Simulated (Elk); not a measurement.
# Mg: a single-point run

Aim: a sound single-point run of Mg.

Method: DFT, PBEsol, all-electron APW+lo, Dirac cores, scalar-relativistic bands; ground state, in Elk 11.2.3 (patched build).

**1. The system as given**

It takes space group Fm-3m (No. 225, cubic). The conventional cell has a = 4.489 Å, b = 4.489 Å, c = 4.489 Å, α = 90.00°, β = 90.00°, γ = 90.00°. Mg (site symmetry m-3m) has 12 Mg at 3.17 Å as nearest neighbours.

Structure file:

```cif
data_structure
_symmetry_space_group_name_H-M 'P 1'
_symmetry_Int_Tables_number 1
_cell_length_a 3.1739
_cell_length_b 3.1739
_cell_length_c 3.1739
_cell_angle_alpha 60.000
_cell_angle_beta 60.000
_cell_angle_gamma 60.000
_cell_volume 22.61
loop_
_atom_site_label
_atom_site_type_symbol
_atom_site_fract_x
_atom_site_fract_y
_atom_site_fract_z
_atom_site_occupancy
Mg1 Mg 0.00000 0.00000 0.00000 1
```

**2. The calculation**

The input, elk.in:

```
tasks
  0
xctype
  22

rgkmax
  7.5

gmaxvr
  14.0

lmaxapw
  9

lmaxo
  7

lmaxi
  2

nrmtscf
  1.5

lradstp
  4

nempty
  5

epspot
  1e-06

epsengy
  0.0001

maxscl
  80

swidth
  0.002

sppath
  './'

avec
  0.00000000000 4.24102919355 4.24102919355
  4.24102919355 0.00000000000 4.24102919355
  4.24102919355 4.24102919355 0.00000000000

atoms
  1
  'Mg.in'
  1
  0.000000000000 0.000000000000 0.000000000000   0.000 0.000 0.000

ngridk
  10 10 10
```

The run is started by

```
$ OMP_NUM_THREADS=1 elk
```

Q: Will this input give a usable result? If not, why, and what should change?

The run ended at the input check. The line that matters: «Error(readinput): error reading tasks (blank line required after tasks block) »

A count, blank line or separator is wrong, and the parser loses its place.

As a rule, restore the format.
